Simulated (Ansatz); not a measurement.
**Ge(eta1-allyl)4 (C12H20Ge): structure and electronic state**

What does Ge(eta1-allyl)4 (C12H20Ge) look like as a singlet, and where do its frontier electrons sit?

Program: Ansatz 0.2.0, Gaussian basis. Level of theory: RKS PBE0-D4/def2-TZVP. These are calculated values, not measurements.

Plan: relaxation at r2SCAN-D4/def2-SVP; a single point at PBE0-D4/def2-TZVP.

4 further runs of the same task are left out: 2 that didn't finish, 2 set aside as unsound or not needed. Runs told in other sessions of the task aren't counted.

### 1 Where the work starts

33 atoms, charge 0, spin multiplicity 1.

Atoms are counted from 1 here; the program's logs count them from 0.

Bond lengths: Ge1–C2 2.024 Å, Ge1–C10 2.025 Å, Ge1–C18 2.030 Å, Ge1–C26 2.025 Å, C2–C3 1.482 Å, C2–H5 1.091 Å, C2–H6 1.090 Å, C3–C4 1.322 Å, C3–H7 1.083 Å, C4–H8 1.078 Å, C4–H9 1.077 Å, C10–C11 1.482 Å, C10–H13 1.090 Å, C10–H14 1.090 Å, C11–C12 1.322 Å, C11–H15 1.082 Å, C12–H16 1.078 Å, C12–H17 1.077 Å and more. Angles: C2–Ge1–C10 110.4°, C2–Ge1–C18 108.9°, C2–Ge1–C26 109.9°, C10–Ge1–C18 109.2°, C10–Ge1–C26 109.1°, C18–Ge1–C26 109.4°, Ge1–C2–C3 111.9°, Ge1–C2–H5 107.0°, Ge1–C2–H6 108.2°, C3–C2–H5 110.4°, C3–C2–H6 110.7°, H5–C2–H6 108.5°, C2–C3–C4 124.6°, C2–C3–H7 115.6°, C4–C3–H7 119.8°, C3–C4–H8 121.5°, C3–C4–H9 122.1°, H8–C4–H9 116.4° and more.

The start is a GFN2-xTB geometry.

### 2 Optimising with r2SCAN-D4/def2-SVP

in.yaml

```yaml
crystal:
  periodic: [false, false, false]
  atoms:
    - {symbol: Ge, position_ang: [-0.180070, 0.201670, -0.156050]}
    - {symbol: C, position_ang: [-0.128460, 0.218180, 1.867080]}
    - {symbol: C, position_ang: [0.511500, -1.002230, 2.412580]}
    - {symbol: C, position_ang: [1.709300, -1.035250, 2.971390]}
    - {symbol: H, position_ang: [-1.160800, 0.293030, 2.211890]}
    - {symbol: H, position_ang: [0.409370, 1.110240, 2.187200]}
    - {symbol: H, position_ang: [-0.060740, -1.916270, 2.311360]}
    - {symbol: H, position_ang: [2.301850, -0.141810, 3.087830]}
    - {symbol: H, position_ang: [2.143730, -1.949070, 3.339740]}
    - {symbol: C, position_ang: [1.699220, 0.235840, -0.909490]}
    - {symbol: C, position_ang: [2.413150, -1.036250, -0.648190]}
    - {symbol: C, position_ang: [2.608500, -1.981260, -1.552380]}
    - {symbol: H, position_ang: [2.216910, 1.073360, -0.442350]}
    - {symbol: H, position_ang: [1.630120, 0.426280, -1.980320]}
    - {symbol: H, position_ang: [2.757640, -1.178770, 0.367910]}
    - {symbol: H, position_ang: [2.271270, -1.867790, -2.570380]}
    - {symbol: H, position_ang: [3.119000, -2.899570, -1.317360]}
    - {symbol: C, position_ang: [-1.186580, 1.842210, -0.801200]}
    - {symbol: C, position_ang: [-0.605000, 3.086370, -0.244940]}
    - {symbol: C, position_ang: [0.187580, 3.907690, -0.913810]}
    - {symbol: H, position_ang: [-2.224980, 1.726300, -0.490540]}
    - {symbol: H, position_ang: [-1.148040, 1.850750, -1.889950]}
    - {symbol: H, position_ang: [-0.846750, 3.293420, 0.790590]}
    - {symbol: H, position_ang: [0.445320, 3.726490, -1.945240]}
    - {symbol: H, position_ang: [0.603710, 4.793680, -0.465110]}
    - {symbol: C, position_ang: [-1.123860, -1.467050, -0.808640]}
    - {symbol: C, position_ang: [-2.438640, -1.642300, -0.148830]}
    - {symbol: C, position_ang: [-3.605300, -1.398950, -0.721860]}
    - {symbol: H, position_ang: [-0.464090, -2.306640, -0.589240]}
    - {symbol: H, position_ang: [-1.240410, -1.393320, -1.889140]}
    - {symbol: H, position_ang: [-2.404730, -1.971960, 0.882500]}
    - {symbol: H, position_ang: [-3.672190, -1.071930, -1.747040]}
    - {symbol: H, position_ang: [-4.537500, -1.525090, -0.198000]}
basis:
  gaussian: {orbitals: def2-SVP}
hamiltonian: {xc: r2scan, dispersion: d4}
scf: {lower_state_search: "off"}
output: {orbitals: {seedname: orbitals}}
relax: {f_tol: 0.03, max_steps: 70}
```

Started as:

```sh
$ ansatz run in.yaml --threads 4 --pin off --events-out ev --progress --plain --max-ram 6963MiB
```

After this run come: Single point, PBE0-D4/def2-TZVP.

Before running them: what should the planned runs give, taken together? Wanted: point group; commonest bond, hydrogen aside; HOMO, LUMO at PBE0-D4/def2-TZVP; dipole at r2SCAN-D4/def2-SVP.

**Answer**, as computed:

| quantity | value |
| --- | --- |
| point group | C1 |
| commonest bond, hydrogen aside | C–C, 8 of mean length 1.415 Å |
| HOMO, LUMO at PBE0-D4/def2-TZVP | -6.63, -0.14 eV |
| dipole at r2SCAN-D4/def2-SVP | 0.36 D |

**Reading.** The molecule keeps its bonding pattern by the stored test; the atoms moved 0.08 Å (rms). No usable vibrations, so a minimum isn't proven. The point group is read from a loosely relaxed geometry; soft torsions can leave it below the true symmetry.
